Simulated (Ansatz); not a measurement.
# Ga4Sb3P: the cost of one run

The runs shown are made with Ansatz 0.2.0. PAW datasets, plane waves, zero pressure. Spin-unpolarised throughout. Whether this structure exists isn't addressed.

### 1 The cell

This is the cell as the run starts from it, not yet at rest; its lengths are not the crystal's.

Space group Cm (No. 8), monoclinic; conventional cell a = 15.124 Å, b = 4.091 Å, c = 7.086 Å, β = 117.9°, 24.21 Å³ an atom. P has 4 Ga at 2.51 Å; Sb has 4 Ga at 2.51 Å; Ga has 3 Sb at 2.51 Å and 1 P at 2.51 Å.

The structure in full:

```xyz
8
Lattice="7.5620 -2.0455 0.0000 7.5620 2.0455 0.0000 -3.3199 0.0000 6.2601" Properties=species:S:1:pos:R:3 pbc="T T T"
P    -2.2133    0.0000    4.1734
Sb   11.0664    0.0000    0.5217
Ga    0.0000    0.0000    5.3471
Ga   13.2797    0.0000    1.6954
Sb    7.0087    0.0000    1.0433
Sb    1.8444    0.0000    3.6517
Ga    9.2220    0.0000    2.2171
Ga    4.0577    0.0000    4.8255
```

### 2 Relaxing with PBE

input.yaml reads:

```yaml
crystal:
  lattice:
    - [7.5620259206, -2.0455280594, 0.0]
    - [7.5620259206, 2.0455280594, 0.0]
    - [-3.319892118, 0.0, 6.2600748258]
  atoms:
    - { symbol: P, position: [0.0, 0.0, 0.6666666667] }
    - { symbol: Sb, position: [0.75, 0.75, 0.0833333333] }
    - { symbol: Ga, position: [0.1875, 0.1875, 0.8541666667] }
    - { symbol: Ga, position: [0.9375, 0.9375, 0.2708333333] }
    - { symbol: Sb, position: [0.5, 0.5, 0.1666666667] }
    - { symbol: Sb, position: [0.25, 0.25, 0.5833333333] }
    - { symbol: Ga, position: [0.6875, 0.6875, 0.3541666667] }
    - { symbol: Ga, position: [0.4375, 0.4375, 0.7708333333] }
kpoints:
  mp_grid: { grid: [6, 6, 4] }
hamiltonian:
  xc: pbe
scf:
  occupations: { method: fermi_dirac, width: 0.02 }
relax:
  f_tol: 0.005
  cell: {}
```

Launch:

```bash
ansatz run input.yaml --threads 4 --pin off --max-ram 6451MiB --backend cpu --events-out ev --progress --plain --runs-dir out
```

Q: Estimate wall time and peak memory on 4 threads of Arm Neoverse V2, shared host.

About 70 s, with a peak of 0.93 GiB.
